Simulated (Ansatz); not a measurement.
**Alloy of CdS and ZnS (8 of 32 Cd sites exchanged), 64 atoms**

How does this alloy cell relax, and what gap do PBEsol give?

Method: density functional theory in Ansatz 0.2.0, PAW datasets, plane waves.

**1. The system as built**

64 atoms (8 Zn, 24 Cd, 32 S); a = 11.415 Å, b = 11.415 Å, c = 11.415 Å, α = 90.00°, β = 90.00°, γ = 90.00°. All atoms were shaken off their sites by about 0.02 Å along each axis.

Plan of the steps: (2) PBEsol cell relaxation at the single k point (¼, ¼, ¼), on 1 × NVIDIA GB300 Max-Q with 8 threads of Arm Neoverse-V2.

**2. Relaxing cell and atoms with PBEsol**

The input, in.yaml:

```yaml
crystal:
  lattice:
    - [11.414873, 0.000000, 0.000000]
    - [0.000000, 11.414873, 0.000000]
    - [0.000000, 0.000000, 11.414873]
  atoms:
    - { symbol: Zn, position: [0.999777, 0.998781, 0.001383] }
    - { symbol: Zn, position: [0.496486, 0.499602, 0.500712] }
    - { symbol: Zn, position: [0.253125, 0.249270, 0.000483] }
    - { symbol: Zn, position: [0.251523, 0.750666, 0.498585] }
    - { symbol: Zn, position: [0.248517, 0.501699, 0.247957] }
    - { symbol: Zn, position: [0.749879, 0.002927, 0.749577] }
    - { symbol: Zn, position: [0.500161, 0.251813, 0.247832] }
    - { symbol: Zn, position: [0.498961, 0.750791, 0.250351] }
    - { symbol: Cd, position: [0.999152, 0.999622, 0.499829] }
    - { symbol: Cd, position: [0.001587, 0.499958, 0.004586] }
    - { symbol: Cd, position: [0.001976, 0.503102, 0.501004] }
    - { symbol: Cd, position: [0.499512, 0.002314, 0.002980] }
    - { symbol: Cd, position: [0.501869, 0.997753, 0.501317] }
    - { symbol: Cd, position: [0.501406, 0.501928, 0.999350] }
    - { symbol: Cd, position: [0.250385, 0.247518, 0.500669] }
    - { symbol: Cd, position: [0.249893, 0.749945, 0.001060] }
    - { symbol: Cd, position: [0.749552, 0.249805, 0.997034] }
    - { symbol: Cd, position: [0.748852, 0.250037, 0.504887] }
    - { symbol: Cd, position: [0.747351, 0.748766, 0.999714] }
    - { symbol: Cd, position: [0.750088, 0.750775, 0.500070] }
    - { symbol: Cd, position: [0.253822, 0.001405, 0.249183] }
    - { symbol: Cd, position: [0.250256, 0.998678, 0.747918] }
    - { symbol: Cd, position: [0.247576, 0.502786, 0.749889] }
    - { symbol: Cd, position: [0.751221, 0.000126, 0.249515] }
    - { symbol: Cd, position: [0.747375, 0.501411, 0.251710] }
    - { symbol: Cd, position: [0.751256, 0.500928, 0.750742] }
    - { symbol: Cd, position: [0.002283, 0.249288, 0.249176] }
    - { symbol: Cd, position: [0.000236, 0.252183, 0.749087] }
    - { symbol: Cd, position: [0.997140, 0.746692, 0.251688] }
    - { symbol: Cd, position: [0.000058, 0.748844, 0.748789] }
    - { symbol: Cd, position: [0.501375, 0.249719, 0.750470] }
    - { symbol: Cd, position: [0.502240, 0.752189, 0.748689] }
    - { symbol: S, position: [0.124645, 0.122160, 0.123998] }
    - { symbol: S, position: [0.124833, 0.126438, 0.625213] }
    - { symbol: S, position: [0.125970, 0.627023, 0.121879] }
    - { symbol: S, position: [0.126646, 0.625013, 0.624483] }
    - { symbol: S, position: [0.624969, 0.124697, 0.123839] }
    - { symbol: S, position: [0.623980, 0.125308, 0.622842] }
    - { symbol: S, position: [0.624734, 0.625893, 0.124678] }
    - { symbol: S, position: [0.625349, 0.623476, 0.621227] }
    - { symbol: S, position: [0.376001, 0.373869, 0.123638] }
    - { symbol: S, position: [0.375910, 0.377223, 0.623875] }
    - { symbol: S, position: [0.376306, 0.877255, 0.126569] }
    - { symbol: S, position: [0.373091, 0.874461, 0.624194] }
    - { symbol: S, position: [0.874168, 0.374806, 0.124600] }
    - { symbol: S, position: [0.870718, 0.374142, 0.623306] }
    - { symbol: S, position: [0.876189, 0.874610, 0.126531] }
    - { symbol: S, position: [0.874657, 0.874364, 0.625457] }
    - { symbol: S, position: [0.376760, 0.125019, 0.375131] }
    - { symbol: S, position: [0.376045, 0.125441, 0.873944] }
    - { symbol: S, position: [0.375436, 0.623933, 0.374101] }
    - { symbol: S, position: [0.375411, 0.624085, 0.874769] }
    - { symbol: S, position: [0.872588, 0.123873, 0.374380] }
    - { symbol: S, position: [0.876737, 0.123218, 0.874558] }
    - { symbol: S, position: [0.873098, 0.626233, 0.375862] }
    - { symbol: S, position: [0.873464, 0.627427, 0.872703] }
    - { symbol: S, position: [0.127002, 0.372716, 0.374789] }
    - { symbol: S, position: [0.122909, 0.375237, 0.876811] }
    - { symbol: S, position: [0.128039, 0.873263, 0.374967] }
    - { symbol: S, position: [0.125228, 0.873322, 0.874706] }
    - { symbol: S, position: [0.626700, 0.374763, 0.375080] }
    - { symbol: S, position: [0.623871, 0.374988, 0.871783] }
    - { symbol: S, position: [0.622678, 0.873877, 0.372074] }
    - { symbol: S, position: [0.626765, 0.877616, 0.877537] }
  symmetry: { detect: false }
kpoints:
  mp_grid: { grid: [1, 1, 1], shift: [0.25, 0.25, 0.25] }
hamiltonian:
  xc: pbesol
scf:
  occupations: { method: fermi_dirac, width: 0.01 }
relax:
  f_tol: 0.03
  max_steps: 80
  escape_saddle: false
  adjacent_minimum: "off"
  cell: { fix: [shape] }
output:
  forces: true
  eigenvalues: true
  populations: true
```

Command:

```bash
ansatz run in.yaml --threads 8 --pin off --max-ram 118750MiB --runs-dir r --events-out ev --progress --plain --backend cuda --devices 0,
```

Q: Predict the outcome of this session. Wanted: for each run, top filled to lowest empty.

The runs gave:

| level | time | top filled to lowest empty (eV) |
| --- | --- | --- |
| PBEsol, relaxation | 9.3 s (GPU) | 2.16 |

| quantity | value |
| --- | --- |
| relaxation | 5 recorded steps, 2.61 eV gained |
| largest shift | 0.25 Å (S61) |
| relaxed cell | a = 11.407 Å, b = 11.407 Å, c = 11.407 Å, α = 90.00°, β = 90.00°, γ = 90.00° |
| mean bonds | Cd–S 2.515, S–Zn 2.345 Å |

**Reading.** Relaxation gains 2.61 eV, with shifts up to 0.25 Å (S61), while the volume changes by -0.2 %. The mean lengths of the listed bonds run from S–Zn 2.34 Å to Cd–S 2.52 Å. With one k point the spacing samples only the states that fold onto it, so it can exceed the gap over the zone.
